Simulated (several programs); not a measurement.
## What each method gives for SiGe3 (ordering on diamond)

An ordered 4-atom cell of SiGe3 on the diamond lattice (P-4m2), relaxed with r2SCAN in Ansatz, was computed with several methods. It is tetragonal, P-4m2 (No. 115); conventional cell a = 3.970 Å, c = 5.594 Å, 22.04 Å³ an atom. Si has 4 Ge at 2.41 Å; Ge has 2 Si at 2.41 Å and 2 Ge at 2.45 Å; Ge has 4 Ge at 2.45 Å. No spin polarisation. The prototype was imposed, so other structures may be more stable.

```
Si Ge
1.0
     3.96991    0.00000    0.00000
     0.00000    3.96991    0.00000
     0.00000    0.00000    5.59395
Si Ge
1 3
Direct
  0.00000 0.00000 0.00000
  0.00000 0.50000 0.24429
  0.50000 0.50000 0.50000
  0.50000 0.00000 0.75571
```

Gaps and times are for a single point on this cell; volume and bulk modulus come from each method's own relaxation or energy curve at fixed shape, which is too stiff where a cell has free coordinates or axes. Times are rough, from shared hosts (Arm Neoverse V2), and each method has its own mesh and cell size. A double dagger marks a value from a curve with shape and coordinates held. PM6 (MOPAC), PM7 (MOPAC), GFN1-xTB (tblite), GFN2-xTB (tblite) treat a cluster of cells at its zone centre, which samples few k points: where these miss a band edge, the gap comes out too large for that reason alone. Gaps from k meshes are read at a limited set of points (mesh, symmetry points, PBE's band edges), so each method's own least gap may be somewhat smaller. Force fields have no electrons; where one was fitted to this phase, its volume and modulus reflect the fit. xTB and the PM methods were fitted mostly to molecules, and can miss a solid's gap by electronvolts. Minimal bases can be far off for gaps. Times of the plane-wave ladder aren't listed, since it ran on unlike processors and cards. GLLB-SC's gap includes the derivative discontinuity. G0W0 is at finite bands, cutoff and mesh. d marks a direct gap, i an indirect one (no mark: not told apart), a dash a value that wasn't computed or didn't pass its checks.

```
                              method              kind  gap (eV)  own volume (Å³/atom)  bulk modulus (GPa)  atoms computed  processor time
              SiCGe.tersoff (LAMMPS)       force field         –                 21.94                 81‡               4          0.12 s
light PBE (260 eV and a coarse mesh)  light plane-wave    0.26 i                     –                   –               4           1.1 s
                      PBE/SZV (CP2K)       small basis    1.33 d                22.17‡                 88‡               4           3.9 s
                         PM7 (MOPAC)    semi-empirical      4.30                20.41‡                178‡         cluster           4.4 s
                   GFN2-xTB (tblite)     tight binding      1.44                21.46‡                 64‡         cluster           6.5 s
                   GFN1-xTB (tblite)     tight binding      0.20                23.90‡                 72‡         cluster           6.6 s
                     PBE/DZVP (CP2K)       small basis    0.29 i                23.07‡                 65‡               4           6.8 s
              PBE/single zeta (GPAW)       small basis    0.49 i                     –                   –               4           7.3 s
                                 PBE         semilocal    0.29 i                 22.85                 66‡               4               –
                      GLLB-SC (GPAW)   model potential      0.55                     –                   –               4            15 s
                         PM6 (MOPAC)    semi-empirical      5.00                     –                   –         cluster            15 s
                              r2SCAN         semilocal    0.57 i                 22.04                 78‡               4               –
                             PBE+SOC         semilocal    0.21 i                     –                   –               4               –
                                PBE0            hybrid    1.54 i                     –                   –               4               –
                               HSE06            hybrid    0.95 i                     –                   –               4               –
  G0W0@PBE (120 eV screening cutoff)         many-body      0.82                     –                   –               4               –
```

Against HSE06 (0.95 eV) and with closed or daggered gaps left aside, the nearest gap at the points sampled is that of G0W0@PBE (120 eV screening cutoff) (-0.13 eV) and the farthest that of PM6 (MOPAC) (+4.05 eV). HSE06 is only a yardstick of convenience, and nearness to it can be luck.

Volumes against r2SCAN's: SiCGe.tersoff (LAMMPS) -0.5 %, PBE +3.7 %.

Only the rows marked +SOC include spin-orbit coupling.
